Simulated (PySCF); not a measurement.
# CH8BrNSi2: the cost of one run

The runs use PySCF 2.14.0, with density-fitted response routines of our own; the level of theory stands in each step. All values are computed, except where a source is named. Atoms count from 0, in the outputs and in this text.

### 1 Starting geometry

13 atoms, charge 0, multiplicity 1; geometry from: GFN2-xTB. The atoms were then displaced at random by about 0.01 Å, so the start is not that level's minimum.

Bonds of the start (Å): C0–Si1 1.86, Si1–N2 1.72, Si1–Si3 2.34, Si3–Br4 2.22, C0–H5 1.10, C0–H6 1.08, C0–H7 1.11, Si1–H8 1.49, N2–H9 0.99, N2–H10 1.02, Si3–H11 1.44, Si3–H12 1.47.

### 2 Geometry optimisation at PBE0-D3(BJ)/def2-SVP

The job: settings as JSON, then the geometry in Å.

```
{"job": {"xc": "PBE0", "basis": "def2-SVP", "d3": "d3bj", "grid": 1, "shake": 0.01, "kind": "geom"}, "charge": 0, "multiplicity": 1}
C     -1.704020     0.478510    -0.610070
Si    -0.343810    -0.386890     0.317910
N      0.271760    -1.576210    -0.761200
Si     1.475110     1.031810     0.716360
Br     3.125010    -0.203770     1.527390
H     -1.378690     0.927830    -1.555260
H     -2.526360    -0.181140    -0.842850
H     -2.123920     1.319770    -0.027830
H     -0.903690    -0.906610     1.601540
H     -0.338300    -2.173340    -1.257350
H      1.109120    -2.094220    -0.486250
H      2.102830     1.704920    -0.393570
H      1.240780     2.042460     1.760860
```

Run with:

```sh
> OMP_NUM_THREADS=1 python probes_run.py task.json out
```

The driver reads the jobs from task.json and runs them one after another.

Q: Estimate the wall time and peak memory of this first job on 1 thread of Arm Neoverse V2, shared host.

About 57 s, with a peak of 0.53 GiB.
